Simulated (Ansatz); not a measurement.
**C₂H₅ClSSi: up Jacob's ladder to CCSD(T)**

Aim: compute C₂H₅ClSSi with functionals from several rungs and with coupled cluster, and see how far each lands from CCSD(T) at the basis-set limit for the atomisation energy.

Computed with Ansatz 0.2.0, Gaussian basis. Level: functionals in def2-TZVPP, the program's frozen cores in correlated methods.

Plan: LDA (SPW92), PBE-D4, revPBE-D4, BLYP-D4, r2SCAN-D4, B97M-V, PBE0-D4, B3LYP-D4, r2SCANh-D4, r2SCAN0-D4, HSE06-D4, BHLYP-D4, CAM-B3LYP-D4, LC-ωPBE, ωB97X-V, ωB97M-V, B2PLYP, PBE-QIDH; CCSD(T)/def2-SVP; CCSD(T)/def2-TZVPP; MP2/def2-QZVPP; extrapolation to the limit; RPA on PBE.

**1. The relaxed structure**

The geometry comes from an earlier relaxation with PBE0-D4 in a triple-zeta def2 set; it is a stationary point, not always the lowest conformer.

SMILES `C=C(Cl)[SiH2]S`, 10 atoms, charge 0, spin multiplicity 1.

Atoms are counted from 1 here; the program's logs count them from 0.

Bond lengths: C1–C2 1.327 Å, C1–H6 1.085 Å, C1–H7 1.085 Å, C2–Cl3 1.736 Å, C2–Si4 1.868 Å, Si4–S5 2.130 Å, Si4–H8 1.485 Å, Si4–H9 1.481 Å, S5–H10 1.344 Å. Angles: C2–C1–H6 122.6°, C2–C1–H7 119.6°, H6–C1–H7 117.8°, C1–C2–Cl3 120.6°, C1–C2–Si4 123.6°, Cl3–C2–Si4 115.8°, C2–Si4–S5 112.5°, C2–Si4–H8 106.3°, C2–Si4–H9 110.3°, S5–Si4–H8 111.9°, S5–Si4–H9 104.6°, H8–Si4–H9 111.4°, Si4–S5–H10 94.4°.

**2. LDA**

This LDA is Slater exchange with PW92 correlation.

File in.yaml:

```yaml
crystal:
  periodic: [false, false, false]
  atoms:
    - {symbol: C, position_ang: [-1.588869, 0.711309, 0.316384]}
    - {symbol: C, position_ang: [-0.365816, 0.755386, -0.197800]}
    - {symbol: Cl, position_ang: [0.385063, 2.277819, -0.559291]}
    - {symbol: Si, position_ang: [0.651047, -0.764986, -0.578764]}
    - {symbol: S, position_ang: [2.478984, -0.815839, 0.513205]}
    - {symbol: H, position_ang: [-2.166784, 1.604628, 0.527332]}
    - {symbol: H, position_ang: [-2.042545, -0.248906, 0.536878]}
    - {symbol: H, position_ang: [-0.212247, -1.932992, -0.268446]}
    - {symbol: H, position_ang: [1.065622, -0.761810, -2.000789]}
    - {symbol: H, position_ang: [1.878645, -0.875708, 1.714291]}
basis:
  gaussian: {orbitals: def2-TZVPP}
hamiltonian: {xc: lda}
output: {orbitals: {seedname: orbitals}}
```

Command:

```
> ansatz run in.yaml --threads 4 --pin off --events-out ev --progress --plain --max-ram 10444MiB
```

The runs that follow: PBE-D4 (GGA); revPBE-D4 (GGA); BLYP-D4 (GGA); r2SCAN-D4 (meta-GGA); B97M-V (meta-GGA); PBE0-D4 (hybrid); B3LYP-D4 (hybrid); r2SCANh-D4 (hybrid); r2SCAN0-D4 (hybrid); HSE06-D4 (hybrid); BHLYP-D4 (hybrid); CAM-B3LYP-D4 (range-separated); LC-ωPBE (range-separated); ωB97X-V (range-separated); ωB97M-V (range-separated); B2PLYP (double hybrid); PBE-QIDH (double hybrid); CCSD(T) in def2-SVP; CCSD(T) in def2-TZVPP; MP2 in def2-QZVPP; RPA on PBE orbitals.

**Question.** What will the summary of the whole plan be? Wanted: atomisation energy, CCSD(T)/CBS; farthest beyond LDA; mean size of error, GGA; mean size of error, meta-GGA; mean size of error, hybrid; mean size of error, range-separated; mean size of error, double hybrid; gap, smallest and largest; T1 diagnostic.

**Answer**, as computed:

| quantity | value |
| --- | --- |
| atomisation energy, CCSD(T)/CBS | 837.8 kcal/mol |
| functionals within 4.2 kcal/mol (0.5 %) | revPBE-D4, PBE0-D4, B3LYP-D4, r2SCANh-D4, CAM-B3LYP-D4, ωB97X-V, PBE-QIDH |
| farthest beyond LDA | BHLYP-D4 (-24.1 kcal/mol) |
| mean size of error, GGA | 7.8 kcal/mol |
| mean size of error, meta-GGA | 5.4 kcal/mol |
| mean size of error, hybrid | 7.3 kcal/mol |
| mean size of error, range-separated | 4.9 kcal/mol |
| mean size of error, double hybrid | 8.2 kcal/mol |
| gap, smallest and largest | 4.32 eV (LDA (SPW92)), 11.58 eV (LC-ωPBE) |
| T1 diagnostic | 0.0114 |
| triples share of the correlation energy | 4.5 % |

In words: The LDA atomisation energy is off by 120.6 kcal/mol (14 %): it overbinds. PBE-D4 misses by +16.9 kcal/mol. Double hybrids carry the basis error of their MP2 part in triple zeta, and no dispersion term here, so their miss is partly the set-up's. Taken by rung, range-separated functionals do best (4.9 kcal/mol on average) and double hybrid ones worst beyond LDA (8.2 kcal/mol). The gap between the best rungs is small, so their order is not settled. Misses under about 4.2 kcal/mol are within the doubt on the reference itself, which lacks core-valence correlation, relativity and higher excitations. Hartree-Fock recovers 73 % of the binding; the rest is correlation. CCSD(T) in def2-SVP is off by -54.4 kcal/mol, so the small basis spoils what the method gains. The gap grows from 4.3 to 11.6 eV across the functionals, mostly with the share of exact exchange.
